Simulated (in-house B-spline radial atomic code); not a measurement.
# Ho¹⁴⁺: ionisation energy by several methods

Wanted: one ionisation energy, Ho¹⁴⁺ to configuration [Kr] 4d10 4f4 5s2, up the ladder of functionals.

The numbers are computed with in-house B-spline radial atomic code version 1 (scalar-relativistic (X2C), several functionals, spin-polarised; spherical all-electron atom at the radial basis limit), except any that are marked as measured or tabulated.

**1. The atom as given**

| Quantity | Value |
| --- | --- |
| element | holmium (Z = 67) |
| charge | +14 |
| electrons | 53 |
| configuration | [Kr] 4d10 4f6 5s1 |
| nucleus | Fermi, rms radius 5.202 fm |

The outer shells:

[Kr] 4d10 4f6 5s1
```
[Kr] core
4d [↑↓][↑↓][↑↓][↑↓][↑↓]
4f [↑ ][↑ ][↑ ][↑ ][↑ ][↑ ][  ]
5s [↑ ]
```

Where spins are not typed, each open shell is filled with up spins first.

**2. LDA (VWN5)**

Settings of the run:

```ini
Z = 67
electrons = 53.0
configuration = [Kr] 4d10 4f6 5s1
hamiltonian = x2c
method = lda,vwn
spin_polarised = True
nucleus = fermi
rms_radius = 5.2022
mass_number = 165
atomic_mass = 164.930329116
speed_of_light = 137.035999084
```

**3. TPSS, a meta-GGA**

Settings: those of step 2 with these lines changed.

```diff
@@ -4,3 +4,3 @@
 hamiltonian = x2c
-method = lda,vwn
+method = tpss,tpss
 spin_polarised = True
```

The tabulated ionisation energy is 305 ± 15 eV (tabulated theoretical; NIST Atomic Spectra Database). What does each method give, and which comes nearest?

As calculated:

| method | rung | total energy (hartree) | ΔSCF (eV) | −ε highest (eV) | ΔSCF less tabulated (eV) |
| --- | --- | --- | --- | --- | --- |
| LDA (VWN5) | LDA | -12544.3878 | 311.44 | 286.32 (4f up) | +6.44 |
| TPSS | meta-GGA | -12553.1835 | 311.97 | 285.75 (4f up) | +6.97 |

What this shows: Tables give 305 ± 15 eV (tabulated theoretical; NIST Atomic Spectra Database) for the ionisation energy. LDA (VWN5) misses by +6.44 eV, the least, and TPSS by +6.97 eV (2.3 %), the most. The table's own uncertainty is as large as these misses, so the order means little. All methods miss on the same side by much the same amount, which points to something that they share. Relativistic terms that these runs lack can be as large as the gaps between close methods, so the nearest may be so by luck. Spin-orbit coupling is left out. Open shells are averaged (over orientations, and over spins where the run is restricted), while tables refer to the lowest levels. For the semilocal functionals minus the highest level recovers only 92 % of their own ΔSCF value, a mark of self-interaction.

Members of this set that are not shown: 5 used exact exchange with fractional occupations of an open shell, which is unsound here.
